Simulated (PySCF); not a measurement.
**From one method to the next for BeCd**

Aim: see what other levels and later steps give for BeCd.

Computed with PySCF 2.14.0. Level: each script names its method and basis.

2 further runs of the same task are left out: 1 for a known fault of the program, 1 that didn't finish.

### Step 1. Where the work starts

BeCd: 2 atoms, charge 0, spin multiplicity 1.

No contacts short enough for the rule that draws bonds.

### Step 2. Base script

Input file input.py:

```python
from pyscf import gto, scf, mp

mol = gto.M(
    atom='Be 0 0 0; Cd 0 0 2.478',
    basis='def2-svp',
    ecp={'Cd': 'def2-svp'},
    charge=0,
    spin=0,
    symmetry=True,
    verbose=4,
)
mf = scf.UHF(mol)
mf.kernel()
mp.MP2(mf).kernel()
mf.dip_moment()
print('orbital energies (hartree):', [e[max(0, n-3):n+3].round(4) for e, n in zip(mf.mo_energy, mol.nelec)])
```

Run with:

```console
OMP_NUM_THREADS=1 python input.py
```

### Step 3. Population analysis

Edit 1 changes step after the SCF: mp2 → analyze.

Edit input.py of step 2 so:

```diff
@@ -1,2 +1,2 @@
-from pyscf import gto, scf, mp
+from pyscf import gto, scf
 
@@ -13,3 +13,3 @@
 mf.kernel()
-mp.MP2(mf).kernel()
+mf.mulliken_pop()
 mf.dip_moment()
```

### Step 4. NEVPT2 (ROHF)

Edit 2 changes step after the SCF: mp2 → nevpt2; SCF type: UHF → ROHF; active space: none → 8 electrons in 6 orbitals.

Input file input.py:

```python
from pyscf import gto, scf, mcscf, mrpt

mol = gto.M(
    atom='Be 0 0 0; Cd 0 0 2.478',
    basis='def2-svp',
    ecp={'Cd': 'def2-svp'},
    charge=0,
    spin=0,
    symmetry=True,
    verbose=4,
)
mf = scf.ROHF(mol)
mf.kernel()
mc = mcscf.CASSCF(mf, 6, 8)
mc.kernel()
mc.analyze()
mrpt.NEVPT(mc).kernel()
mf.dip_moment()
print('orbital energies (hartree):', mf.mo_energy[..., max(0, mol.nelec[1]-3):mol.nelec[0]+3].round(4))
```

### Step 5. R2scan (UKS)

Edit 3 changes functional: none (Hartree–Fock) → r2scan; SCF type: UHF → UKS; step after the SCF: mp2 → analyze.

Edit input.py of step 2 so:

```diff
@@ -1,2 +1,2 @@
-from pyscf import gto, scf, mp
+from pyscf import gto, dft
 
@@ -11,5 +11,5 @@
 )
-mf = scf.UHF(mol)
+mf = dft.UKS(mol, xc='r2scan')
 mf.kernel()
-mp.MP2(mf).kernel()
+mf.mulliken_pop()
 mf.dip_moment()
```

### Step 6. ROHF

Edit 4 changes SCF type: UHF → ROHF.

Input file input.py:

```python
from pyscf import gto, scf, mp

mol = gto.M(
    atom='Be 0 0 0; Cd 0 0 2.478',
    basis='def2-svp',
    ecp={'Cd': 'def2-svp'},
    charge=0,
    spin=0,
    symmetry=True,
    verbose=4,
)
mf = scf.ROHF(mol)
mf.kernel()
mp.MP2(mf).kernel()
mf.dip_moment()
print('orbital energies (hartree):', mf.mo_energy[..., max(0, mol.nelec[1]-3):mol.nelec[0]+3].round(4))
```

### Step 7. Geometry optimisation

Edit 5 changes step after the SCF: mp2 → optimize.

Input file input.py:

```python
from pyscf import gto, scf
from pyscf.geomopt.geometric_solver import optimize

mol = gto.M(
    atom='Be 0 0 0; Cd 0 0 2.478',
    basis='def2-svp',
    ecp={'Cd': 'def2-svp'},
    charge=0,
    spin=0,
    symmetry=True,
    verbose=4,
)
mf = scf.UHF(mol)
mf.kernel()
mol_eq = optimize(mf, maxsteps=30)
print('optimised geometry (angstrom)')
print(mol_eq.tostring('raw'))
print('orbital energies (hartree):', [e[max(0, n-3):n+3].round(4) for e, n in zip(mf.mo_energy, mol.nelec)])
```

### Step 8. CASCI (ROHF)

Edit 6 changes step after the SCF: mp2 → casci; SCF type: UHF → ROHF; active space: none → 4 electrons in 4 orbitals.

Input file input.py:

```python
from pyscf import gto, scf, mcscf

mol = gto.M(
    atom='Be 0 0 0; Cd 0 0 2.478',
    basis='def2-svp',
    ecp={'Cd': 'def2-svp'},
    charge=0,
    spin=0,
    symmetry=True,
    verbose=4,
)
mf = scf.ROHF(mol)
mf.kernel()
mc = mcscf.CASCI(mf, 4, 4)
mc.kernel()
mc.analyze()
mf.dip_moment()
print('orbital energies (hartree):', mf.mo_energy[..., max(0, mol.nelec[1]-3):mol.nelec[0]+3].round(4))
```

What does the calculation give? Wanted: for each run, E(SCF); from base; gap; SCF dipole; after the SCF.

**Answer**, as computed:

| run | E(SCF) (hartree) | from base (eV) | cycles | gap (eV) | SCF dipole (D) | after the SCF |
| --- | --- | --- | --- | --- | --- | --- |
| base | -181.374567 | 0 | 14 | 6.75 | 0.52 | MP2 correlation -10.897 eV |
| population analysis | -181.374567 | 0.0000 | 14 | 6.75 | 0.52 | n/a |
| NEVPT2 (ROHF) | -181.374567 | 0.0000 | 10 | n/a | 0.52 | NEVPT2 correlation -10.743 eV (from the SCF energy, the CASSCF gain included) |
| r2scan (UKS) | -182.425984 | not comparable | 12 | 2.14 | 0.59 | n/a |
| ROHF | -181.374567 | 0.0000 | 10 | n/a | 0.52 | MP2 correlation -10.897 eV |
| geometry optimisation | -181.374567 | 0.0000 | 14 | 6.75 | n/a | bond 6.567 Å, -0.701 eV |
| CASCI (ROHF) | -181.374567 | 0.0000 | 10 | n/a | 0.52 | CASCI correlation -0.210 eV |

SCF columns refer to the geometry typed in the script.

What this shows: No change of the SCF energy comes from ROHF. Total energies of different functionals can't be compared with each other; differences within one functional can. The base needs 14 cycles and the run with ROHF needs 10. The dearest run is “geometry optimisation”, at 14 s against 1.8 s.
